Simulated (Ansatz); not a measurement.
# CH₅AlFNSi: how energies converge with the basis set

The task here is to estimate one member of a computed series from the others.

Method: one geometry, several basis sets; program: Ansatz 0.2.0, Gaussian basis.

Plan: PBE0-D4/def2-SVP; ωB97M-V/def2-SVP; PBE0-D4/def2-QZVPP; ωB97M-V/def2-QZVPP; the functionals' def2-TZVPP values are taken from earlier runs.

### The geometry

All runs share one geometry, relaxed beforehand with PBE0-D4 in a triple-zeta def2 set.

SMILES `F[C@H]1N[Si@@H]1[AlH2]`, 10 atoms, charge 0, spin multiplicity 1.

Atoms are counted from 1 here; the program's logs count them from 0.

Bond lengths: F1–C2 1.374 Å, C2–N3 1.412 Å, C2–Si4 1.879 Å, C2–H6 1.090 Å, N3–Si4 1.754 Å, N3–H7 1.008 Å, Si4–Al5 2.432 Å, Si4–H8 1.485 Å, Al5–H9 1.586 Å, Al5–H10 1.588 Å. Angles: F1–C2–N3 114.7°, F1–C2–Si4 122.1°, F1–C2–H6 108.6°, N3–C2–Si4 62.5°, N3–C2–H6 119.0°, Si4–C2–H6 122.8°, C2–N3–Si4 71.9°, C2–N3–H7 119.9°, Si4–N3–H7 131.0°, C2–Si4–N3 45.6°, C2–Si4–Al5 115.6°, C2–Si4–H8 117.0°, N3–Si4–Al5 120.1°, N3–Si4–H8 111.5°, Al5–Si4–H8 123.2°, Si4–Al5–H9 122.5°, Si4–Al5–H10 116.6°, H9–Al5–H10 120.9°.

As a file:

| atom | x (Å) | y (Å) | z (Å) |
| --- | --- | --- | --- |
| F1 | -0.5025 | -2.2789 | 1.5029 |
| C2 | 0.1109 | -1.1840 | 0.9446 |
| N3 | 0.6633 | -1.4056 | -0.3358 |
| Si4 | -0.6420 | -0.2459 | -0.4990 |
| Al5 | -0.1549 | 2.1355 | -0.5713 |
| H6 | 0.7212 | -0.7016 | 1.7076 |
| H7 | 1.6567 | -1.3083 | -0.4785 |
| H8 | -1.8302 | -0.8534 | -1.1506 |
| H9 | -1.2050 | 3.2034 | -1.0917 |
| H10 | 1.2658 | 2.5876 | -0.0250 |

Set-up of the first run:

File in.yaml:

```yaml
crystal:
  periodic: [false, false, false]
  atoms:
    - {symbol: F, position_ang: [-0.502471, -2.278946, 1.502903]}
    - {symbol: C, position_ang: [0.110941, -1.183954, 0.944580]}
    - {symbol: N, position_ang: [0.663298, -1.405553, -0.335811]}
    - {symbol: Si, position_ang: [-0.641983, -0.245921, -0.499042]}
    - {symbol: Al, position_ang: [-0.154909, 2.135455, -0.571255]}
    - {symbol: H, position_ang: [0.721202, -0.701602, 1.707600]}
    - {symbol: H, position_ang: [1.656670, -1.308252, -0.478529]}
    - {symbol: H, position_ang: [-1.830156, -0.853393, -1.150583]}
    - {symbol: H, position_ang: [-1.205049, 3.203425, -1.091716]}
    - {symbol: H, position_ang: [1.265757, 2.587640, -0.025047]}
basis:
  gaussian: {orbitals: def2-SVP}
hamiltonian: {xc: pbe0, dispersion: d4}
output: {orbitals: {seedname: orbitals}}
```

Steps of the session up to this table: PBE0-D4 in def2-SVP; ωB97M-V in def2-SVP; PBE0-D4 in def2-QZVPP; ωB97M-V in def2-QZVPP.

One table of the session follows, with a row left open; its other results are not shown here.

It belongs to the step «Functionals by basis». 

| functional | basis | HOMO (eV) | LUMO (eV) |
| --- | --- | --- | --- |
| PBE0-D4 | def2-SVP | -7.08 | -2.49 |
| PBE0-D4 | def2-TZVPP | -7.17 | -2.53 |
| PBE0-D4 | def2-QZVPP | -7.20 | -2.55 |
| ωB97M-V | def2-SVP | ? | ? |
| ωB97M-V | def2-TZVPP | -9.28 | -0.89 |
| ωB97M-V | def2-QZVPP | -9.32 | -0.98 |

Q: Estimate the row for ωB97M-V, def2-SVP from the others.

As computed: HOMO (eV): -9.17; LUMO (eV): -0.80. In the column «HOMO (eV)» it lies between ωB97M-V, def2-TZVPP (-9.28) and PBE0-D4, def2-QZVPP (-7.20).
